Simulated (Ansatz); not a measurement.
# H4NSSb (SMILES [NH2][SbH][SH]): single points off equilibrium

An exercise on one series of results from a longer session: the logs are not shown, and one member is left open.

Program: Ansatz 0.2.0, Gaussian basis. Level of theory: single points in def2-TZVPP. These are calculated values, not measurements.

Correlated methods freeze the cores. Filled d shells of the heavier atoms are correlated. Core potentials replace the inner electrons past krypton, and spin-orbit coupling is left out.

### The system as given

SMILES `[NH2][SbH][SH]`, 7 atoms, charge 0, spin multiplicity 1.

Atoms are counted from 1 here; the program's logs count them from 0.

Bond lengths: N1–Sb2 1.964 Å, N1–H4 0.970 Å, N1–H5 0.966 Å, Sb2–S3 2.155 Å, Sb2–H6 1.886 Å, S3–H7 1.309 Å. Angles: Sb2–N1–H4 112.6°, Sb2–N1–H5 118.4°, H4–N1–H5 98.7°, N1–Sb2–S3 104.4°, N1–Sb2–H6 92.6°, S3–Sb2–H6 96.3°, Sb2–S3–H7 91.8°.

Coordinates:

```
N    -1.15840    0.67760   -0.64350
Sb    0.56190    0.63170    0.30330
S     1.12070   -1.44950    0.29640
H    -1.70650   -0.10160   -0.46000
H    -1.15320    0.62900   -1.60820
H    -0.27130    0.61690    1.99560
H     2.39520   -1.14950    0.29070
```

The first run:

run/in.yaml

```yaml
crystal:
  periodic: [false, false, false]
  atoms:
    - {symbol: N, position_ang: [-1.158400, 0.677600, -0.643500]}
    - {symbol: Sb, position_ang: [0.561900, 0.631700, 0.303300]}
    - {symbol: S, position_ang: [1.120700, -1.449500, 0.296400]}
    - {symbol: H, position_ang: [-1.706500, -0.101600, -0.460000]}
    - {symbol: H, position_ang: [-1.153200, 0.629000, -1.608200]}
    - {symbol: H, position_ang: [-0.271300, 0.616900, 1.995600]}
    - {symbol: H, position_ang: [2.395200, -1.149500, 0.290700]}
basis:
  gaussian: {orbitals: def2-TZVPP}
correlation: {method: ccsd_t}
output: {forces: true}
```

No record of the launch command was kept for these runs.

Among the steps run: CCSD(T)/def2-TZVPP; PBE0-D4/def2-TZVPP; wB97M-V/def2-TZVPP; r2SCAN-D4/def2-TZVPP; PBE-D4/def2-TZVPP; r2SCAN0-D4/def2-TZVPP; BLYP-D4/def2-TZVPP.

One table of the session follows, with a row left open; its other results are not shown here.

```
    method  RMS force component (eV/Å)  angle to CCSD(T) forces (°)  dipole (D)
   CCSD(T)                       2.123                    reference        1.52
   PBE0-D4                       2.069                          1.4        1.53
   wB97M-V                       2.080                          1.1        1.58
 r2SCAN-D4                           ?                            ?           ?
    PBE-D4                       2.189                          6.0        1.51
r2SCAN0-D4                       2.025                          2.2        1.56
   BLYP-D4                       2.286                          6.9        1.58
```

Q: Estimate the row for r2SCAN-D4 from the others.

The run gave: RMS force component (eV/Å): 2.099; angle to CCSD(T) forces (°): 2.4; dipole (D): 1.55. In the column «RMS force component (eV/Å)» it lies between wB97M-V (2.080) and CCSD(T) (2.123).
